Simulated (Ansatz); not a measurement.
**B₂ClFH₃P: small, medium and large basis sets**

How large a basis does B₂ClFH₃P need? Two functionals are run in growing sets.

The runs use Ansatz 0.2.0, Gaussian basis; one geometry, several basis sets.

The runs, in order: PBE0-D4/def2-SVP; ωB97M-V/def2-SVP; PBE0-D4/def2-QZVPP; ωB97M-V/def2-QZVPP; the functionals' def2-TZVPP values are taken from earlier runs.

## 1. The relaxed structure

All runs share one geometry, relaxed beforehand with PBE0-D4 in a triple-zeta def2 set.

SMILES `BPB(F)Cl`, 8 atoms, charge 0, spin multiplicity 1.

Atoms are counted from 1 here; the program's logs count them from 0.

Bond lengths: B1–P2 1.840 Å, B1–H6 1.191 Å, B1–H7 1.191 Å, P2–B3 1.886 Å, P2–H8 1.407 Å, B3–F4 1.317 Å, B3–Cl5 1.747 Å. Angles: P2–B1–H6 119.3°, P2–B1–H7 118.2°, H6–B1–H7 122.2°, B1–P2–B3 111.5°, B1–P2–H8 111.0°, B3–P2–H8 106.4°, P2–B3–F4 120.5°, P2–B3–Cl5 120.8°, F4–B3–Cl5 118.7°.

## 2. PBE0-D4 in def2-SVP

in.yaml reads:

```yaml
crystal:
  periodic: [false, false, false]
  atoms:
    - {symbol: B, position_ang: [-0.167005, 0.427517, 1.498250]}
    - {symbol: P, position_ang: [0.147156, -0.863836, 0.226399]}
    - {symbol: B, position_ang: [0.347177, -0.109475, -1.490935]}
    - {symbol: F, position_ang: [-0.202150, -0.684807, -2.541044]}
    - {symbol: Cl, position_ang: [1.338355, 1.308846, -1.735222]}
    - {symbol: H, position_ang: [-0.876451, 0.176895, 2.422080]}
    - {symbol: H, position_ang: [0.437695, 1.450276, 1.421949]}
    - {symbol: H, position_ang: [-0.932679, -1.762615, 0.142724]}
basis:
  gaussian: {orbitals: def2-SVP}
hamiltonian: {xc: pbe0, dispersion: d4}
output: {orbitals: {seedname: orbitals}}
```

After this run come: ωB97M-V in def2-SVP; PBE0-D4 in def2-QZVPP; ωB97M-V in def2-QZVPP.

**Question.** What will the summary of the whole plan be? Wanted: PBE0-D4: double and triple zeta above quadruple; ωB97M-V: double and triple zeta above quadruple.

**Answer**, as computed:

| quantity | value |
| --- | --- |
| PBE0-D4: double and triple zeta above quadruple | 13.11, 0.88 eV |
| ωB97M-V: double and triple zeta above quadruple | 13.15, 0.82 eV |

**Reading.** For PBE0-D4 the step from double to triple zeta gains 12.23 eV and the next only 0.88 eV. These are total energies; as a rule much of such shifts cancels in differences, which this series doesn't test.
